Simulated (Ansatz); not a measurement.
# CdBr2: the cost of one run

Program: Ansatz 0.2.0. Level of theory: reference: DFT r2SCAN, plane waves, PAW, scalar-relativistic, collinear spin. These are calculated values, not measurements.

### Step 1. The starting structure

The structure is trigonal, space group R-3m (No. 166). Conventional cell: a = 4.088 Å, b = 4.088 Å, c = 18.519 Å, α = 90.00°, β = 90.00°, γ = 120.00°. Cd (site symmetry -3m) has 6 Br at 2.82 Å as nearest neighbours. Around Br (site symmetry 3m) lie 3 Cd at 2.82 Å.

As a file:

```
CELL_PARAMETERS angstrom
1.26422 -3.88741 0.00000
0.00000 2.14927 -3.47720
6.60890 0.00000 0.00000
ATOMIC_POSITIONS crystal
Cd 0.00000 0.00000 0.00000
Br 0.50000 0.75000 0.75000
Br 0.50000 0.25000 0.25000
```

### Step 2. Reference

input.yaml reads:

```yaml
crystal:
  lattice:
    - [1.264221, -3.887414, 0.0]
    - [0.0, 2.149272, -3.477195]
    - [6.608903, 0.0, 0.0]
  atoms:
    - { symbol: Cd, position: [0.0, 0.0, 0.0] }
    - { symbol: Br, position: [0.5, 0.75, 0.75], spin: 0.4 }
    - { symbol: Br, position: [0.5, 0.25, 0.25], spin: 0.4 }
kpoints:
  mp_grid: { grid: [5, 5, 5], shift: [0, 0, 0] }
magnetization:
  spin_polarized: true
scf:
  occupations: { method: fermi_dirac, width: 0.0278 }
hamiltonian:
  pseudopotentials: { kind: paw }
  xc: r2scan
basis:
  ecutwfc: 500
total_charge: 1.0
output:
  forces: true
  stress: true
  eigenvalues: true
relax:
  max_steps: 40
  cell: {}
```

Command:

```console
$ ansatz run input.yaml --threads 1 --pin off --max-ram 2560MiB --backend cpu --events-out ev --progress --plain --runs-dir out
```

Q: Estimate wall time and peak memory on 1 thread of an x86-64 CPU, shared host.

About 63 s, with a peak of 0.64 GiB.
